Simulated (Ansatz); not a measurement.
**C8H10O: a ladder of functionals and wavefunction methods**

An exercise on one series of results from a longer session: the logs are not shown, and one member is left open.

Program: Ansatz 0.2.0, Gaussian basis. Level of theory: functionals in def2-TZVPP, the program's frozen cores in correlated methods. These are calculated values, not measurements.

Plan: PBE-D4, r2SCAN-D4, PBE0-D4, B3LYP-D4, ωB97X-V, ωB97M-V, B2PLYP; CCSD(T)/def2-TZVPP; MP2/def2-QZVPP; extrapolation to the limit.

### Structure used throughout

An earlier PBE0-D4 in a triple-zeta def2 set relaxation fixed the geometry.

SMILES `Cc1cccc(O)c1C`, 19 atoms, charge 0, spin multiplicity 1.

Atoms are counted from 1 here; the program's logs count them from 0.

Bond lengths: C1–C2 1.500 Å, C1–H10 1.094 Å, C1–H11 1.090 Å, C1–H12 1.094 Å, C2–C3 1.391 Å, C2–C8 1.399 Å, C3–C4 1.386 Å, C3–H13 1.084 Å, C4–C5 1.381 Å, C4–H14 1.084 Å, C5–C6 1.387 Å, C5–H15 1.083 Å, C6–O7 1.358 Å, C6–C8 1.397 Å, O7–H16 0.961 Å, C8–C9 1.500 Å, C9–H17 1.097 Å, C9–H18 1.097 Å and more. Angles: C2–C1–H10 111.9°, C2–C1–H11 110.4°, C2–C1–H12 111.9°, H10–C1–H11 107.6°, H10–C1–H12 107.2°, H11–C1–H12 107.6°, C1–C2–C3 119.4°, C1–C2–C8 121.2°, C3–C2–C8 119.5°, C2–C3–C4 120.9°, C2–C3–H13 119.2°, C4–C3–H13 119.9°, C3–C4–C5 120.3°, C3–C4–H14 120.0°, C5–C4–H14 119.7°, C4–C5–C6 119.1°, C4–C5–H15 121.9°, C6–C5–H15 119.0° and more.

The first run:

in.yaml

```yaml
crystal:
  periodic: [false, false, false]
  atoms:
    - {symbol: C, position_ang: [-0.505873, -1.706004, 1.386534]}
    - {symbol: C, position_ang: [0.139203, -0.835602, 0.348647]}
    - {symbol: C, position_ang: [1.252650, -1.305565, -0.339229]}
    - {symbol: C, position_ang: [1.872978, -0.527855, -1.304066]}
    - {symbol: C, position_ang: [1.390874, 0.732839, -1.597424]}
    - {symbol: C, position_ang: [0.280371, 1.207233, -0.914615]}
    - {symbol: O, position_ang: [-0.156447, 2.452294, -1.237665]}
    - {symbol: C, position_ang: [-0.360090, 0.439636, 0.061292]}
    - {symbol: C, position_ang: [-1.555739, 1.015499, 0.759708]}
    - {symbol: H, position_ang: [-0.498093, -1.235954, 2.374213]}
    - {symbol: H, position_ang: [0.022569, -2.656082, 1.468846]}
    - {symbol: H, position_ang: [-1.548767, -1.927176, 1.141546]}
    - {symbol: H, position_ang: [1.635618, -2.294317, -0.112923]}
    - {symbol: H, position_ang: [2.740008, -0.908105, -1.832022]}
    - {symbol: H, position_ang: [1.854930, 1.363154, -2.346022]}
    - {symbol: H, position_ang: [-0.924675, 2.669824, -0.702860]}
    - {symbol: H, position_ang: [-1.306703, 1.938570, 1.297410]}
    - {symbol: H, position_ang: [-2.363252, 1.250558, 0.055544]}
    - {symbol: H, position_ang: [-1.969571, 0.327051, 1.493106]}
basis:
  gaussian: {orbitals: def2-TZVPP}
hamiltonian: {xc: pbe, dispersion: d4}
output: {forces: true, orbitals: {seedname: orbitals}}
```

On the command line:

```sh
$ ansatz run in.yaml --threads 2 --pin off --events-out ev --progress --plain --max-ram 32768MiB --backend cuda --devices 0, --max-vram 18GiB
```

Among the steps run: PBE-D4 (GGA); r2SCAN-D4 (meta-GGA); PBE0-D4 (hybrid); B3LYP-D4 (hybrid); ωB97X-V (range-separated); ωB97M-V (range-separated); B2PLYP (double hybrid); CCSD(T) in def2-TZVPP; MP2 in def2-QZVPP.

One of the session's tables, all rows but one given; the rest of the session is left out.

It belongs to the step «Atomisation energies». 

| method | atoms, summed (eV) | atomisation energy (kcal/mol) |
| --- | --- | --- |
| PBE-D4 | -10404.915 | 2134.8 |
| r2SCAN-D4 | -10414.376 | 2079.5 |
| PBE0-D4 | -10407.592 | 2095.1 |
| B3LYP-D4 | -10421.788 | 2067.8 |
| ωB97X-V | -10417.772 | 2064.9 |
| ωB97M-V | -10416.230 | 2070.6 |
| B2PLYP | -10412.554 | 2048.1 |
| HF/def2-TZVPP | -10377.159 | 1520.9 |
| MP2/def2-TZVPP | -10395.405 | 2065.0 |
| CCSD/def2-TZVPP | -10400.300 | 1976.1 |
| CCSD(T)/def2-TZVPP | ? | ? |
| MP2/CBS | -10398.637 | 2112.5 |
| CCSD(T)/CBS | -10404.051 | 2060.1 |

Estimate the missing values for CCSD(T)/def2-TZVPP.

The run gave: atoms, summed (eV): -10400.820; atomisation energy (kcal/mol): 2012.6. In the column «atoms, summed (eV)» it lies between CCSD(T)/CBS (-10404.051) and CCSD/def2-TZVPP (-10400.300).

To keep in mind: Free atoms (8 C, 1 O, 10 H) were run apart at each level; the atomisation energy is their sum less the molecule, without zero-point or spin-orbit terms.
